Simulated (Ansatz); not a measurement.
**C₂H₆ClSi radical: one species, many methods**

One table from this session's results is given with a row withheld; the runs are named, their logs left out.

Method: functionals in def2-TZVPP, the program's frozen cores in correlated methods; program: Ansatz 0.2.0, Gaussian basis.

Levels to be run: LDA (SPW92), PBE-D4, revPBE-D4, BLYP-D4, r2SCAN-D4, B97M-V, PBE0-D4, B3LYP-D4, r2SCANh-D4, r2SCAN0-D4, HSE06-D4, BHLYP-D4, CAM-B3LYP-D4, LC-ωPBE, ωB97X-V, ωB97M-V, B2PLYP, PBE-QIDH; CCSD(T)/def2-SVP; CCSD(T)/def2-TZVPP; MP2/def2-QZVPP; extrapolation to the limit; RPA on PBE.

### The geometry

An earlier PBE0-D4 in a triple-zeta def2 set relaxation fixed the geometry.

SMILES `[CH2]C[SiH2]Cl`, 10 atoms, charge 0, spin multiplicity 2.

Atoms are counted from 1 here; the program's logs count them from 0.

Bond lengths: C1–C2 1.472 Å, C1–H5 1.082 Å, C1–H6 1.082 Å, C2–Si3 1.883 Å, C2–H7 1.094 Å, C2–H8 1.094 Å, Si3–Cl4 2.066 Å, Si3–H9 1.482 Å, Si3–H10 1.482 Å. Angles: C2–C1–H5 120.9°, C2–C1–H6 120.9°, H5–C1–H6 117.9°, C1–C2–Si3 106.5°, C1–C2–H7 112.9°, C1–C2–H8 112.9°, Si3–C2–H7 108.0°, Si3–C2–H8 108.0°, H7–C2–H8 108.4°, C2–Si3–Cl4 111.1°, C2–Si3–H9 110.1°, C2–Si3–H10 110.1°, Cl4–Si3–H9 107.6°, Cl4–Si3–H10 107.6°, H9–Si3–H10 110.2°.

Coordinates:

```
C    -1.1626    0.9257    0.3739
C    -0.6688   -0.2517   -0.3580
Si    1.1701   -0.3878    0.0253
Cl    2.0141   -2.0095   -0.9379
H    -1.1040    1.9146   -0.0613
H    -1.4886    0.8435    1.4023
H    -0.7814   -0.1565   -1.4419
H    -1.1494   -1.1818   -0.0409
H     1.3749   -0.5753    1.4806
H     1.8788    0.8274   -0.4393
```

The first run:

File in.yaml:

```yaml
crystal:
  periodic: [false, false, false]
  atoms:
    - {symbol: C, position_ang: [-1.162633, 0.925730, 0.373884]}
    - {symbol: C, position_ang: [-0.668816, -0.251692, -0.357975]}
    - {symbol: Si, position_ang: [1.170099, -0.387798, 0.025342]}
    - {symbol: Cl, position_ang: [2.014073, -2.009530, -0.937920]}
    - {symbol: H, position_ang: [-1.104048, 1.914613, -0.061299]}
    - {symbol: H, position_ang: [-1.488566, 0.843549, 1.402331]}
    - {symbol: H, position_ang: [-0.781399, -0.156518, -1.441874]}
    - {symbol: H, position_ang: [-1.149387, -1.181777, -0.040872]}
    - {symbol: H, position_ang: [1.374863, -0.575267, 1.480598]}
    - {symbol: H, position_ang: [1.878812, 0.827390, -0.439315]}
basis:
  gaussian: {orbitals: def2-TZVPP}
magnetization: {spin_polarized: true, initial_magnetization: 1}
hamiltonian: {xc: lda}
output: {orbitals: {seedname: orbitals}}
```

On the command line:

```bash
ansatz run in.yaml --threads 4 --pin off --events-out ev --progress --plain --max-ram 10444MiB
```

Among the steps run: LDA; PBE-D4 (GGA); revPBE-D4 (GGA); BLYP-D4 (GGA); r2SCAN-D4 (meta-GGA); B97M-V (meta-GGA); PBE0-D4 (hybrid); B3LYP-D4 (hybrid); r2SCANh-D4 (hybrid); r2SCAN0-D4 (hybrid); HSE06-D4 (hybrid); BHLYP-D4 (hybrid); CAM-B3LYP-D4 (range-separated); LC-ωPBE (range-separated); ωB97X-V (range-separated); ωB97M-V (range-separated); B2PLYP (double hybrid); PBE-QIDH (double hybrid).

One table of the session follows, with a row left open; its other results are not shown here.

It belongs to the step «Orbital energies across the functionals». 

| functional | HOMO (eV) | LUMO (eV) | gap (eV) |
| --- | --- | --- | --- |
| LDA (SPW92) | -4.75 | -3.51 | 1.23 |
| PBE-D4 | ? | ? | ? |
| revPBE-D4 | -4.70 | -2.81 | 1.89 |
| BLYP-D4 | -4.55 | -2.94 | 1.61 |
| r2SCAN-D4 | -5.14 | -2.32 | 2.82 |
| B97M-V | -4.98 | -2.65 | 2.33 |
| PBE0-D4 | -6.01 | -1.78 | 4.22 |
| B3LYP-D4 | -5.71 | -2.19 | 3.52 |
| r2SCANh-D4 | -5.61 | -1.92 | 3.68 |
| r2SCAN0-D4 | -6.31 | -1.35 | 4.96 |
| HSE06-D4 | -5.61 | -2.18 | 3.43 |
| BHLYP-D4 | -7.11 | -0.69 | 6.42 |
| CAM-B3LYP-D4 | -7.29 | -0.76 | 6.53 |
| LC-ωPBE | -8.76 | 0.68 | 9.44 |
| ωB97X-V | -8.19 | 0.22 | 8.41 |
| ωB97M-V | -7.99 | 0.02 | 8.01 |

Estimate the missing values for PBE-D4.

**Answer.** HOMO (eV): -4.74; LUMO (eV): -2.97; gap (eV): 1.77. In the column «HOMO (eV)» it lies between LDA (SPW92) (-4.75) and revPBE-D4 (-4.70).
